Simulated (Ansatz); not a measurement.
**AgBr: vertical ionisation energy**

The task here is to estimate one member of a computed series from the others.

The runs use Ansatz 0.2.0, Gaussian basis; unrestricted cation, the program's frozen cores in correlated methods.

Plan: UKS PBE-D4/def2-TZVPP; UKS r2SCAN-D4/def2-TZVPP; UKS PBE0-D4/def2-TZVPP; UKS B3LYP-D4/def2-TZVPP; UKS wB97X-V/def2-TZVPP; UKS wB97M-V/def2-TZVPP; UKS B2PLYP/def2-TZVPP; UHF-CCSD(T)/def2-TZVPP; UHF-MP2/def2-QZVPP; extrapolation to the limit; then −ε(HOMO) from the neutral's earlier runs with LDA (SPW92), PBE-D4, revPBE-D4, BLYP-D4, r2SCAN-D4, B97M-V, PBE0-D4, B3LYP-D4, r2SCANh-D4, r2SCAN0-D4, HSE06-D4, BHLYP-D4, CAM-B3LYP-D4, LC-ωPBE, ωB97X-V, ωB97M-V.

## The geometry

All runs share one geometry, relaxed beforehand with PBE0-D4 in a triple-zeta def2 set. Ag takes the def2 core potential; no spin-orbit term is included.

SMILES `[Br][Ag]`, 2 atoms, charge 0, spin multiplicity 1.

Atoms are counted from 1 here; the program's logs count them from 0.

Bond lengths: Br1–Ag2 2.409 Å.

Set-up of the first run:

Contents of in.yaml:

```yaml
crystal:
  periodic: [false, false, false]
  atoms:
    - {symbol: Br, position_ang: [1.039997, -0.393373, 0.519071]}
    - {symbol: Ag, position_ang: [-1.010497, 0.333173, -0.514971]}
basis:
  gaussian: {orbitals: def2-TZVPP}
total_charge: 1
magnetization: {spin_polarized: true, initial_magnetization: 1}
hamiltonian: {xc: pbe, dispersion: d4}
```

Among the steps run: Cation, UKS PBE-D4/def2-TZVPP; Cation, UKS r2SCAN-D4/def2-TZVPP; Cation, UKS PBE0-D4/def2-TZVPP; Cation, UKS B3LYP-D4/def2-TZVPP; Cation, UKS wB97X-V/def2-TZVPP; Cation, UKS wB97M-V/def2-TZVPP; Cation, UKS B2PLYP (frozen core)/def2-TZVPP; Cation, UHF-CCSD(T)/def2-TZVPP; Cation, UHF-MP2/def2-QZVPP.

One of the session's tables, all rows but one given; the rest of the session is left out.

It belongs to the step «Ionisation energies side by side». For comparison, −ε(HOMO) of the neutral from earlier runs:

```
  functional  −ε(HOMO) (eV)
 LDA (SPW92)           6.38
      PBE-D4           6.15
   revPBE-D4           6.06
     BLYP-D4           6.04
   r2SCAN-D4           6.34
      B97M-V           6.39
     PBE0-D4           7.23
    B3LYP-D4              ?
  r2SCANh-D4           6.75
  r2SCAN0-D4           7.38
    HSE06-D4           6.83
    BHLYP-D4           8.21
CAM-B3LYP-D4           8.52
     LC-ωPBE           9.75
     ωB97X-V           9.44
     ωB97M-V           9.34
```

Estimate the missing values for B3LYP-D4.

Worked estimate for «−ε(HOMO) (eV)». Against the share of exact exchange, BLYP-D4 (0, 6.04), BHLYP-D4 (0.5, 8.21) give a slope of 4.34 per unit share; at 0.2 the line stands at 6.91.

As computed: −ε(HOMO) (eV): 7.05. In «−ε(HOMO) (eV)» the line misses by -0.14.
